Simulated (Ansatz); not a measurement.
# BBrH2S: interaction energy of a dimer with the counterpoise correction, by script

How strongly do two molecules of BBrH2S bind, and how much of that is basis error? The task is the interaction energy of a dimer with the counterpoise correction, for BBrH2S.

All numbers are computed with Ansatz 0.2.0, driven from Python. Level of theory: PBE/def2-SVPD.

## 1. The system

Bond lengths: S1–B2 1.819 Å, B2–Br3 1.987 Å, S1–H4 1.422 Å, B2–H5 1.182 Å. Angles: S1–B2–Br3 118.3°, S1–B2–H5 121.1°, Br3–B2–H5 120.5°, B2–S1–H4 91.4°.

The script holds or builds the structure itself.

## 2. The script

Input file bbrh2s.py:

```python
"""Interaction energy of two BBrH2S molecules, with the counterpoise correction."""

import ansatz as az

FIRST = [
    ("S", (-1.3377, 0.4863, 0.154)),
    ("B", (0.4205, 0.0496, 0.3219)),
    ("Br", (0.9037, -1.8711, 0.4787)),
    ("H", (-1.247, 0.4538, -1.2644)),
    ("H", (1.2605, 0.8813, 0.3099)),
]
SECOND = [
    ("S", (4.4297, 2.2212, 0.1486)),
    ("B", (2.9203, 2.412, 1.1464)),
    ("Br", (2.1476, 4.2312, 1.3482)),
    ("H", (3.6657, 1.9628, -1.0222)),
    ("H", (2.3924, 1.4769, 1.6407)),
]

def energy(atoms, ghosts=()):
    molecule = az.Crystal.molecule()
    for symbol, xyz in atoms:
        molecule = molecule.atom(symbol, xyz)
    calc = (
        molecule.calculation()
        .basis(gaussian="def2-SVPD")
        .functional("pbe")  # exchange and correlation
        .scf(lower_state_search="standard")  # control of the self-consistency loop
    )
    deck = calc.input()
    if ghosts:
        deck = deck.set(az.key.basis.gaussian.ghost_atoms, [{"symbol": s, "position_ang": list(xyz)} for s, xyz in ghosts])
    return az.Session.from_dict(deck).plan().execute().report["free_energy_ev"]

# ghost atoms carry the functions of the partner
both = energy(FIRST + SECOND)
alone = energy(FIRST) + energy(SECOND)
ghosted = energy(FIRST, SECOND) + energy(SECOND, FIRST)
print(f"dimer {both:.6f} eV")
print(f"interaction, uncorrected   {23.060548 * (both - alone):8.3f} kcal/mol")
print(f"interaction, counterpoise  {23.060548 * (both - ghosted):8.3f} kcal/mol")
print(f"basis-set superposition    {23.060548 * (alone - ghosted):8.3f} kcal/mol")
```

## 3. The calls as engine input

The package turns the script's settings into the engine's input (first run):

```yaml
crystal:
  periodic: [false, false, false]
  atoms:
    - { symbol: S, position_ang: [-1.3377, 0.4863, 0.154] }
    - { symbol: B, position_ang: [0.4205, 0.0496, 0.3219] }
    - { symbol: Br, position_ang: [0.9037, -1.8711, 0.4787] }
    - { symbol: H, position_ang: [-1.247, 0.4538, -1.2644] }
    - { symbol: H, position_ang: [1.2605, 0.8813, 0.3099] }
    - { symbol: S, position_ang: [4.4297, 2.2212, 0.1486] }
    - { symbol: B, position_ang: [2.9203, 2.412, 1.1464] }
    - { symbol: Br, position_ang: [2.1476, 4.2312, 1.3482] }
    - { symbol: H, position_ang: [3.6657, 1.9628, -1.0222] }
    - { symbol: H, position_ang: [2.3924, 1.4769, 1.6407] }
basis:
  gaussian:
    orbitals: def2-SVPD
hamiltonian:
  xc: pbe
scf:
  lower_state_search: standard
```

## 4. Running it

The run is started by

```console
> python bbrh2s.py
```

**Question.** How large is the interaction at this pose, and how much of it is basis-set superposition?

As calculated:

```
                        quantity           value
 interaction energy, uncorrected  1.889 kcal/mol
interaction energy, counterpoise  2.953 kcal/mol
                   runs compared               5
```

In words: The pair is unbound at this geometry and level. Uncorrected it is 1.889 kcal/mol, with the counterpoise correction 2.953 kcal/mol; the difference, 1.06 kcal/mol, is the superposition error. The pose is repulsive. Notes:
- The dimer is a generated trial pose of unrelaxed monomers, not a minimum, so the figure is no binding energy, and the basis set is small.
- This level lacks the dispersion part of the attraction (electrostatics and induction are there), which can decide the sign where the interaction is weak.
